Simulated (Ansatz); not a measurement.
# TeWS4: properties of a relaxed candidate

Method: DFT PBE, scalar-relativistic, plane waves, PAW, in Ansatz 0.2.0.

**1. Starting point**

It takes space group F-43m (No. 216, cubic). Conventional cell: a = 7.436 Å, b = 7.436 Å, c = 7.436 Å, α = 90.00°, β = 90.00°, γ = 90.00°. Te (site symmetry -43m) has 12 S at 3.09 Å and 4 W at 3.22 Å as nearest neighbours. Around W (site symmetry -43m) lie 12 S at 3.07 Å and 4 Te at 3.22 Å. S (site symmetry 3m) has 6 S at 2.55 to 2.71 Å and 3 W at 3.07 Å as nearest neighbours.

Structure file:

```
CELL_PARAMETERS angstrom
0.00000 3.71798 3.71798
3.71798 0.00000 3.71798
3.71798 3.71798 0.00000
ATOMIC_POSITIONS crystal
Te 0.25000 0.25000 0.25000
W 0.00000 0.00000 0.00000
S 0.62893 0.62893 0.62893
S 0.62893 0.62893 0.11322
S 0.62893 0.11322 0.62893
S 0.11322 0.62893 0.62893
```

It is the end of an earlier relaxation with the same method, from an invented guess; it needn't be the stable form of this composition. At a tolerance of 0.05 Å it has space group F-43m (No. 216); it has 17.13 Å³/atom, an uncorrected energy of +1.38 eV/atom over the elements.

**2. Bands, states and charges**

The input, input.yaml:

```yaml
crystal:
  lattice:
    - [0.0, 3.7179775982, 3.7179775982]
    - [3.7179775982, 0.0, 3.7179775982]
    - [3.7179775982, 3.7179775982, 0.0]
  atoms:
    - { symbol: Te, position: [0.25, 0.25, 0.25] }
    - { symbol: W, position: [0.0, 0.0, 0.0] }
    - { symbol: S, position: [0.6289252156, 0.6289252156, 0.6289252156] }
    - { symbol: S, position: [0.6289252156, 0.6289252156, 0.1132243531] }
    - { symbol: S, position: [0.6289252156, 0.1132243531, 0.6289252156] }
    - { symbol: S, position: [0.1132243531, 0.6289252156, 0.6289252156] }
basis:
  ecutwfc: 420
kpoints:
  mp_grid: { grid: [10, 10, 10] }
  band_path:
    path:
      - [[0.0, 0.0, 0.0], [-0.5, -0.5, 0.0], [-0.375, -0.375, 0.25]]
      - [[-0.375, 0.0, 0.375], [0.0, 0.0, 0.0], [0.0, 0.0, 0.5], [-0.5, -0.25, 0.25], [-0.5, -0.5, 0.0]]
    npoints: 14
hamiltonian:
  xc: pbe
scf:
  occupations: { method: gaussian, width: 0.1 }
  n_extra_bands: 15
output:
  forces: true
  stress: true
  eigenvalues: true
  populations: true
  dos: { projected: true, de: 0.02, nscf_kmesh: { grid: [15, 15, 15] } }
  bader: true
  write_density: true
  write_potential: true
  elf: true
  volumetric_format: npy
```

The run is started by

```console
> ansatz run input.yaml --threads 1 --pin off --max-ram 2048MiB --backend cpu --events-out ev --progress --plain --runs-dir out
```

What time and memory should one allow on 1 thread of Arm Neoverse V2, shared host?

About 2.1 min, with a peak of 0.57 GiB.
